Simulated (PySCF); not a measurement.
# C4H4BrF: magnetic properties

Wanted: magnetic properties for C4H4BrF (`F[C@H](Br)C1C=C1`).

Computed with PySCF 2.14.0 and routines of our own; the level stands in each step. Atoms count from 0.

### Step 1. The system as given

10 atoms, charge 0, multiplicity 1; geometry from: GFN2-xTB.

### Step 2. Magnetic properties: GIAO HF/pcSseg-1

Job settings and geometry (Å):

```
{"job": {"kind": "mag", "xc": "HF", "basis": "pcSseg-1", "isotopologues": 2}, "charge": 0, "multiplicity": 1}
F     -1.440990    -1.658340     0.439445
C     -1.063308    -0.355961     0.401265
Br    -2.625573     0.674798    -0.227732
C      0.114810    -0.148709    -0.506744
C      1.055006     0.990465    -0.248509
C      1.499945    -0.183802     0.077988
H     -0.873244    -0.030114     1.430193
H     -0.064728    -0.495626    -1.520800
H      1.162026     2.042408    -0.335543
H      2.244938    -0.830465     0.467912
```

With the program's defaults for keys left out, this is: GIAO HF/pcSseg-1 magnetisability, rotational g tensor and spin-rotation constants, non-relativistic, gas phase.

On the command line:

```sh
$ OMP_NUM_THREADS=1 python excited_run.py task.json out
```

One launch serves the whole session: the jobs run in the order shown.

The log of the run:

```text
final grid: 91000 points
cycle   1  E = -2825.0751610651  dE =  1.940e-01  |g| = 7.589e-01  |ddm| = 2.837e+00
cycle   2  E = -2825.1708308408  dE = -9.567e-02  |g| = 4.327e-01  |ddm| = 8.622e-01
cycle   3  E = -2825.2065820435  dE = -3.575e-02  |g| = 7.994e-02  |ddm| = 3.417e-01
cycle   4  E = -2825.2085372569  dE = -1.955e-03  |g| = 2.397e-02  |ddm| = 1.055e-01
cycle   5  E = -2825.2087294186  dE = -1.922e-04  |g| = 5.477e-03  |ddm| = 4.075e-02
cycle   6  E = -2825.2087466526  dE = -1.723e-05  |g| = 1.693e-03  |ddm| = 1.354e-02
cycle   7  E = -2825.2087488154  dE = -2.163e-06  |g| = 6.544e-04  |ddm| = 5.301e-03
cycle   8  E = -2825.2087490390  dE = -2.236e-07  |g| = 2.152e-04  |ddm| = 1.479e-03
cycle   9  E = -2825.2087490653  dE = -2.629e-08  |g| = 5.644e-05  |ddm| = 5.137e-04
cycle  10  E = -2825.2087490676  dE = -2.254e-09  |g| = 2.193e-05  |ddm| = 1.575e-04
cycle  11  E = -2825.2087490679  dE = -2.792e-10  |g| = 7.736e-06  |ddm| = 4.530e-05
converged SCF energy = -2825.2087490679

Magnetisability tensor (1e-30 J/T^2)
    -1173.91       11.88       73.14
       11.88    -1111.05       -6.27
       73.14       -6.27    -1250.81
isotropic -1178.59   principal values   -1295.70  -1131.94  -1108.12
isotropic susceptibility -70.976 1e-6 cm^3/mol

Inertial axes            a          b          c
rot. const./GHz      4.5184     1.4052     1.1134
chi total           -70.474    -67.744    -74.711
chi diamagnetic    -334.459   -865.953  -1060.956
chi paramagnetic    263.985    798.209    986.245
quadrupole/D A        5.269     -4.023     -1.246
g nuclear            0.5303     0.5194     0.5127
g electronic        -0.5604    -0.5270    -0.5159
g total             -0.0301    -0.0075    -0.0032

Spin-rotation constants (kHz, H = +C I.J)
atom  isotope        aa         bb         cc
  0    19F        1.471      0.948      1.057
  2   79Br        2.388      1.856      2.515
  6     1H       -0.444     -0.161      0.075
  7     1H       -0.462     -0.155      0.027
  8     1H       -0.520      0.144     -0.113
  9     1H        0.284     -0.096     -0.115
  1    13C*       1.224      0.334      0.319
  3    13C*       0.754      0.243      0.067
  4    13C*       1.411      0.543      0.175
  5    13C*       2.209      0.325      0.179
* in the singly substituted isotopologue

Isotopologues: g along a, b, c
2H    at 6,7,8,9           -0.0276    -0.0072    -0.0032
13C   at 1                 -0.0300    -0.0075    -0.0032
```

Run time: 8.7 s. Hardware: 1 thread of Intel Xeon Platinum 8488C, shared host; peak memory 0.76 GiB.

From this job:

| quantity | value |
| --- | --- |
| magnetisability | -1179·10⁻³⁰ J/T² |
| molar susceptibility | -71.0·10⁻⁶ cm³/mol |
| rotational g (a, b, c) | -0.0301, -0.0075, -0.0032 |

### Step 3. Magnetic properties: GIAO BHandHLYP/6-31G* in acetonitrile

Settings changed since step 2:

```diff
@@ -1,2 +1,2 @@
-{"job": {"kind": "mag", "xc": "HF", "basis": "pcSseg-1", "isotopologues": 2}, "charge": 0, "multiplicity": 1}
+{"job": {"kind": "mag", "xc": "BHandHLYP", "basis": "6-31G*", "solvent": "acetonitrile"}, "charge": 0, "multiplicity": 1}
 F     -1.440990    -1.658340     0.439445
```

Level: GIAO BHandHLYP/6-31G* magnetisability, non-relativistic, IEF-PCM acetonitrile.

The log of the run:

```text
coarse grid: 43240 points
cycle   1  E = -2828.1987845500  dE =  1.485e-02  |g| = 5.740e-01  |ddm| = 3.037e+00
cycle   2  E = -2828.1998137702  dE = -1.029e-03  |g| = 6.252e-01  |ddm| = 8.615e-01
cycle   3  E = -2828.2712212648  dE = -7.141e-02  |g| = 3.830e-02  |ddm| = 4.419e-01
cycle   4  E = -2828.2715674679  dE = -3.462e-04  |g| = 1.802e-02  |ddm| = 6.132e-02
cycle   5  E = -2828.2716491546  dE = -8.169e-05  |g| = 4.616e-03  |ddm| = 2.315e-02
cycle   6  E = -2828.2716542988  dE = -5.144e-06  |g| = 7.185e-04  |ddm| = 4.994e-03
final grid: 91000 points
cycle   7  E = -2828.2716453889  dE = -1.398e-07  |g| = 6.326e-04  |ddm| = 1.769e-03
cycle   8  E = -2828.2716453735  dE =  1.539e-08  |g| = 7.141e-04  |ddm| = 1.069e-03
cycle   9  E = -2828.2716454985  dE = -1.250e-07  |g| = 3.960e-05  |ddm| = 5.320e-04
cycle  10  E = -2828.2716454994  dE = -9.090e-10  |g| = 2.063e-05  |ddm| = 1.032e-04
converged SCF energy = -2828.2716454994

Magnetisability tensor (1e-30 J/T^2)
    -1135.04       18.95       68.05
       18.95    -1067.72        0.89
       68.05        0.89    -1197.68
isotropic -1133.48   principal values   -1241.79  -1099.72  -1058.92
isotropic susceptibility -68.260 1e-6 cm^3/mol

Inertial axes            a          b          c
rot. const./GHz      4.5184     1.4052     1.1134
chi total           -68.302    -65.152    -71.326
chi diamagnetic    -331.654   -863.039  -1057.504
chi paramagnetic    263.352    797.887    986.178
quadrupole/D A        5.698     -3.781     -1.917
```

It took 12 s on 1 thread of Intel Xeon Platinum 8488C, shared host; peak memory 0.63 GiB.

Key values:

```
            quantity               value
     magnetisability    -1133·10⁻³⁰ J/T²
molar susceptibility  -68.3·10⁻⁶ cm³/mol
```

### Step 4. Magnetic properties: common gauge origin BLYP/6-311G**

Settings changed since step 3:

```diff
@@ -1,2 +1,2 @@
-{"job": {"kind": "mag", "xc": "BHandHLYP", "basis": "6-31G*", "solvent": "acetonitrile"}, "charge": 0, "multiplicity": 1}
+{"job": {"kind": "mag", "xc": "BLYP", "basis": "6-311G**", "scf": {"guess": "atom"}, "gauge": [0, 0, 0]}, "charge": 0, "multiplicity": 1}
 F     -1.440990    -1.658340     0.439445
```

Level: common gauge origin BLYP/6-311G** magnetisability, rotational g tensor and spin-rotation constants, non-relativistic, gas phase.

The log of the run:

```text
final grid: 91000 points
cycle   1  E = -2828.3690486633  dE =  1.452e+00  |g| = 1.164e+00  |ddm| = 2.936e+00
cycle   2  E = -2827.7990806099  dE =  5.700e-01  |g| = 1.837e+00  |ddm| = 3.295e+00
cycle   3  E = -2828.6972740928  dE = -8.982e-01  |g| = 2.174e-01  |ddm| = 2.839e+00
cycle   4  E = -2828.7027436894  dE = -5.470e-03  |g| = 1.835e-01  |ddm| = 4.615e-01
cycle   5  E = -2828.7093079535  dE = -6.564e-03  |g| = 6.381e-02  |ddm| = 1.670e-01
cycle   6  E = -2828.7101813346  dE = -8.734e-04  |g| = 2.915e-02  |ddm| = 6.512e-02
cycle   7  E = -2828.7103687695  dE = -1.874e-04  |g| = 6.833e-03  |ddm| = 2.242e-02
cycle   8  E = -2828.7103788884  dE = -1.012e-05  |g| = 1.680e-03  |ddm| = 6.423e-03
cycle   9  E = -2828.7103794148  dE = -5.264e-07  |g| = 5.745e-04  |ddm| = 1.649e-03
cycle  10  E = -2828.7103794635  dE = -4.873e-08  |g| = 1.788e-04  |ddm| = 5.773e-04
cycle  11  E = -2828.7103794690  dE = -5.489e-09  |g| = 5.017e-05  |ddm| = 2.151e-04
cycle  12  E = -2828.7103794697  dE = -6.494e-10  |g| = 1.236e-05  |ddm| = 6.211e-05
converged SCF energy = -2828.7103794697

Magnetisability tensor (1e-30 J/T^2)
    -2501.29     -906.63      279.75
     -906.63    -5235.99     -244.49
      279.75     -244.49    -5969.88
isotropic -4569.05   principal values   -6043.88  -5465.67  -2197.61
isotropic susceptibility -275.155 1e-6 cm^3/mol

Inertial axes            a          b          c
rot. const./GHz      4.5184     1.4052     1.1134
chi total          -135.604   -325.928   -363.931
chi diamagnetic    -333.108   -865.597  -1059.698
chi paramagnetic    197.503    539.668    695.767
quadrupole/D A        4.654     -2.950     -1.703
g nuclear            0.5303     0.5194     0.5127
g electronic        -0.4192    -0.3563    -0.3639
g total              0.1110     0.1631     0.1487

Spin-rotation constants (kHz, H = +C I.J)
atom  isotope        aa         bb         cc
  0    19F        2.507      1.389      1.227
  2   79Br        3.460      2.531      3.143
  6     1H       -0.926     -0.626     -0.425
  7     1H       -0.612     -0.534     -0.347
  8     1H        0.006     -0.073     -0.176
  9     1H        0.073      0.175      0.018
  1    13C*       1.062      0.149      0.137
  3    13C*       0.793      0.138     -0.033
  4    13C*       1.515      0.440      0.145
  5    13C*       1.922      0.403      0.204
* in the singly substituted isotopologue
```

It took 14 s on 1 thread of Intel Xeon Platinum 8488C, shared host; peak memory 0.53 GiB.

The run ended normally, but its values are not to be used for the molecule: a common gauge origin replaces GIAOs, so the magnetic properties depend on where the origin lies.

### Step 5. Results

| quantity | value |
| --- | --- |
| magnetisability (step 2, GIAO HF/pcSseg-1) | -1179·10⁻³⁰ J/T² |
| molar susceptibility (step 2, GIAO HF/pcSseg-1) | -71.0·10⁻⁶ cm³/mol |
| rotational g (a, b, c) (step 2, GIAO HF/pcSseg-1) | -0.0301, -0.0075, -0.0032 |
| runs | 0 failed, 1 ended on unsound input |

**Reading.** Steps that list no spin-orbit terms leave them out, which matters at and beside the heavy atoms. Vibrational averaging and real surroundings are missing from these values.
